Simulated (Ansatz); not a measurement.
Born–Oppenheimer molecular dynamics of a periodic cell of 20 atoms, K$_{6}$InP$_{3}$ (host K6InP3, host structure P1). It starts from an unrelaxed structure (largest force component 0.26 eV/Å).

Method: Ansatz 0.2.0, DFT PBEsol, scalar-relativistic, plane waves, PAW. Settings: cutoff 250 eV, k mesh 1x1x1, fermi-dirac smearing 0.05 eV, no spin polarisation.

```
ensemble        : NPT, Langevin
time step       : 3 fs
steps asked     : 200
set temperature : 1200 K
friction        : 0.02 /fs
pressure        : 10 GPa
seed            : 439621
```

Frames 6 fs apart, positions in Å.

Velocities at 420.0 fs (Å/ps):

```
K 3.94 -5.55 -2.47
K 4.81 2.12 1.76
K -5.80 6.26 -4.49
K -9.92 -3.08 2.91
K 0.26 0.06 -6.29
K -4.39 -6.43 -2.04
K 9.38 -0.97 3.02
K -4.52 4.02 3.95
K -5.71 5.27 -0.16
K -3.05 -1.80 3.50
K -6.17 -1.99 0.66
K -0.63 -4.27 -4.41
In -0.03 -1.36 -2.01
In -2.67 1.95 -0.36
P 0.79 7.67 -0.62
P -5.03 -0.86 -11.93
P 1.90 0.71 3.05
P 10.24 11.57 8.45
P -3.78 -6.86 -2.09
P -3.97 -3.86 2.73
```

```xyz
20
Lattice="8.2094 0.1925 -0.3084 4.2378 7.2931 -0.4789 2.3830 -0.3700 8.1806" Properties=species:S:1:pos:R:3 time_fs=420.0 energy_less_start_eV=6.069 T=1005
K 10.862 5.718 2.426
K 3.879 0.456 4.978
K 9.449 1.171 3.094
K 5.010 5.267 4.888
K 8.411 3.335 4.563
K 6.136 3.155 2.923
K 11.085 3.208 6.494
K 3.666 3.249 0.918
K 10.941 6.053 -0.450
K 4.301 0.500 8.276
K 6.298 3.048 0.098
K 7.751 5.130 6.751
In 7.265 0.607 6.551
In 7.800 5.930 1.298
P 5.964 2.677 5.962
P 8.693 3.619 1.356
P 10.586 5.853 5.583
P 4.599 0.921 2.061
P 9.757 0.775 5.964
P 5.477 5.633 1.412
20
Lattice="8.2087 0.1885 -0.3189 4.2339 7.2872 -0.4923 2.3717 -0.3814 8.1855" Properties=species:S:1:pos:R:3 time_fs=426.0 energy_less_start_eV=6.017 T=1198
K 10.882 5.658 2.386
K 3.903 0.463 4.987
K 9.399 1.204 3.070
K 4.957 5.227 4.886
K 8.405 3.327 4.505
K 6.120 3.118 2.910
K 11.127 3.193 6.499
K 3.626 3.267 0.938
K 10.898 6.080 -0.472
K 4.275 0.484 8.298
K 6.253 3.026 0.085
K 7.740 5.097 6.714
In 7.247 0.590 6.533
In 7.778 5.931 1.289
P 5.965 2.703 5.970
P 8.665 3.598 1.284
P 10.579 5.818 5.580
P 4.649 0.964 2.108
P 9.716 0.729 5.945
P 5.428 5.615 1.407
20
Lattice="8.2154 0.1846 -0.3296 4.2339 7.2788 -0.5014 2.3627 -0.3872 8.1865" Properties=species:S:1:pos:R:3 time_fs=432.0 energy_less_start_eV=5.996 T=1299
K 10.911 5.597 2.336
K 3.944 0.476 5.007
K 9.349 1.250 3.051
K 4.912 5.182 4.867
K 8.402 3.331 4.450
K 6.130 3.088 2.901
K 11.175 3.195 6.513
K 3.580 3.288 0.970
K 10.875 6.122 -0.503
K 4.256 0.479 8.309
K 6.219 2.994 0.052
K 7.745 5.072 6.670
In 7.241 0.572 6.510
In 7.758 5.926 1.286
P 5.985 2.735 5.994
P 8.652 3.580 1.221
P 10.589 5.754 5.578
P 4.698 0.985 2.144
P 9.677 0.684 5.932
P 5.354 5.587 1.423
20
Lattice="8.2214 0.1816 -0.3391 4.2342 7.2708 -0.5084 2.3545 -0.3910 8.1799" Properties=species:S:1:pos:R:3 time_fs=438.0 energy_less_start_eV=6.122 T=1215
K 10.926 5.558 2.303
K 3.993 0.495 5.033
K 9.324 1.296 3.030
K 4.880 5.133 4.824
K 8.383 3.349 4.399
K 6.157 3.069 2.892
K 11.216 3.196 6.527
K 3.516 3.292 0.995
K 10.845 6.149 -0.547
K 4.254 0.458 8.307
K 6.202 2.962 0.036
K 7.742 5.039 6.625
In 7.256 0.558 6.482
In 7.738 5.919 1.284
P 5.988 2.764 6.011
P 8.650 3.556 1.163
P 10.586 5.689 5.566
P 4.733 0.983 2.170
P 9.609 0.640 5.934
P 5.267 5.579 1.442
20
Lattice="8.2279 0.1782 -0.3458 4.2345 7.2609 -0.5140 2.3496 -0.3948 8.1733" Properties=species:S:1:pos:R:3 time_fs=444.0 energy_less_start_eV=6.278 T=1107
K 10.916 5.527 2.296
K 4.052 0.500 5.051
K 9.328 1.311 3.014
K 4.842 5.082 4.762
K 8.363 3.386 4.378
K 6.182 3.055 2.874
K 11.260 3.185 6.527
K 3.450 3.275 1.032
K 10.830 6.174 -0.584
K 4.276 0.428 8.296
K 6.180 2.924 0.025
K 7.736 4.999 6.587
In 7.274 0.539 6.460
In 7.727 5.907 1.286
P 5.998 2.785 6.040
P 8.669 3.530 1.111
P 10.544 5.631 5.559
P 4.759 0.959 2.185
P 9.537 0.605 5.953
P 5.169 5.587 1.445
20
Lattice="8.2426 0.1779 -0.3506 4.2415 7.2542 -0.5188 2.3493 -0.3978 8.1638" Properties=species:S:1:pos:R:3 time_fs=450.0 energy_less_start_eV=6.495 T=1243
K 10.910 5.521 2.289
K 4.112 0.499 5.059
K 9.350 1.317 3.002
K 4.802 5.056 4.672
K 8.349 3.429 4.394
K 6.198 3.056 2.845
K 11.313 3.189 6.509
K 3.395 3.266 1.074
K 10.833 6.194 -0.618
K 4.320 0.391 8.290
K 6.161 2.886 0.013
K 7.742 4.966 6.555
In 7.291 0.534 6.431
In 7.724 5.892 1.285
P 6.006 2.784 6.064
P 8.713 3.514 1.063
P 10.504 5.597 5.561
P 4.788 0.922 2.209
P 9.488 0.581 5.977
P 5.113 5.624 1.443
20
Lattice="8.2623 0.1759 -0.3579 4.2496 7.2464 -0.5229 2.3481 -0.3990 8.1470" Properties=species:S:1:pos:R:3 time_fs=456.0 energy_less_start_eV=6.470 T=1018
K 10.896 5.516 2.274
K 4.164 0.502 5.065
K 9.390 1.326 2.984
K 4.774 5.029 4.556
K 8.349 3.465 4.411
K 6.192 3.075 2.824
K 11.369 3.188 6.462
K 3.349 3.235 1.117
K 10.836 6.199 -0.662
K 4.345 0.356 8.280
K 6.158 2.861 -0.006
K 7.745 4.948 6.534
In 7.291 0.538 6.391
In 7.721 5.870 1.276
P 6.005 2.775 6.084
P 8.772 3.505 1.020
P 10.479 5.584 5.558
P 4.806 0.861 2.204
P 9.487 0.560 5.960
P 5.074 5.647 1.456
20
Lattice="8.2823 0.1725 -0.3631 4.2565 7.2340 -0.5236 2.3493 -0.3978 8.1364" Properties=species:S:1:pos:R:3 time_fs=462.0 energy_less_start_eV=6.144 T=1256
K 10.865 5.499 2.271
K 4.221 0.513 5.081
K 9.433 1.338 2.976
K 4.760 5.014 4.459
K 8.348 3.501 4.434
K 6.181 3.117 2.806
K 11.431 3.183 6.422
K 3.330 3.197 1.133
K 10.848 6.200 -0.691
K 4.374 0.324 8.275
K 6.158 2.836 -0.014
K 7.730 4.969 6.535
In 7.282 0.532 6.363
In 7.713 5.832 1.270
P 6.018 2.751 6.112
P 8.833 3.512 0.998
P 10.444 5.572 5.555
P 4.827 0.801 2.175
P 9.538 0.542 5.934
P 5.082 5.659 1.488
20
Lattice="8.3018 0.1682 -0.3658 4.2625 7.2185 -0.5261 2.3528 -0.4006 8.1303" Properties=species:S:1:pos:R:3 time_fs=468.0 energy_less_start_eV=5.873 T=1302
K 10.812 5.490 2.290
K 4.268 0.506 5.098
K 9.491 1.341 2.986
K 4.756 5.018 4.368
K 8.368 3.565 4.459
K 6.179 3.168 2.780
K 11.482 3.170 6.412
K 3.332 3.153 1.137
K 10.861 6.197 -0.713
K 4.395 0.298 8.258
K 6.150 2.797 -0.030
K 7.702 5.003 6.545
In 7.283 0.512 6.345
In 7.699 5.799 1.258
P 6.049 2.719 6.133
P 8.876 3.528 0.975
P 10.391 5.555 5.579
P 4.843 0.744 2.137
P 9.612 0.530 5.901
P 5.125 5.671 1.516
20
Lattice="8.3215 0.1648 -0.3667 4.2692 7.2089 -0.5281 2.3584 -0.4035 8.1281" Properties=species:S:1:pos:R:3 time_fs=474.0 energy_less_start_eV=5.808 T=1137
K 10.751 5.485 2.310
K 4.290 0.486 5.103
K 9.534 1.339 3.000
K 4.753 5.019 4.282
K 8.407 3.619 4.462
K 6.204 3.216 2.765
K 11.527 3.152 6.407
K 3.339 3.104 1.149
K 10.884 6.172 -0.724
K 4.414 0.281 8.245
K 6.127 2.760 -0.056
K 7.667 5.035 6.555
In 7.289 0.496 6.333
In 7.691 5.780 1.248
P 6.102 2.681 6.143
P 8.926 3.537 0.976
P 10.361 5.552 5.631
P 4.862 0.701 2.089
P 9.692 0.543 5.864
P 5.163 5.682 1.548
20
Lattice="8.3365 0.1628 -0.3697 4.2750 7.1943 -0.5313 2.3601 -0.4062 8.1245" Properties=species:S:1:pos:R:3 time_fs=480.0 energy_less_start_eV=5.930 T=1106
K 10.687 5.469 2.334
K 4.291 0.464 5.094
K 9.578 1.350 3.013
K 4.759 5.010 4.205
K 8.441 3.671 4.452
K 6.253 3.248 2.762
K 11.555 3.120 6.380
K 3.363 3.041 1.154
K 10.909 6.127 -0.724
K 4.427 0.270 8.239
K 6.121 2.733 -0.069
K 7.617 5.056 6.567
In 7.282 0.477 6.309
In 7.683 5.766 1.238
P 6.128 2.635 6.143
P 8.983 3.539 0.982
P 10.329 5.537 5.675
P 4.866 0.660 2.025
P 9.751 0.545 5.819
P 5.194 5.681 1.580
```

Of the whole run (600 fs, mean temperature of the second half 1223 K): The conserved energy stayed within 0.31 meV per atom of its start (net change 0.057 meV per atom), so the integration is sound. A run of 0.6 ps of so small a system gives no equilibrium averages. The plane-wave cutoff is below what these datasets need, so energies and pressures aren't converged. Limits of this set-up: coarse k mesh. The cell's volume went from 656 to 480 Å³.

The run took 2.8 min on 1 thread of AMD EPYC 9B45 (Zen 5) (shared host), peak memory 0.54 GiB.
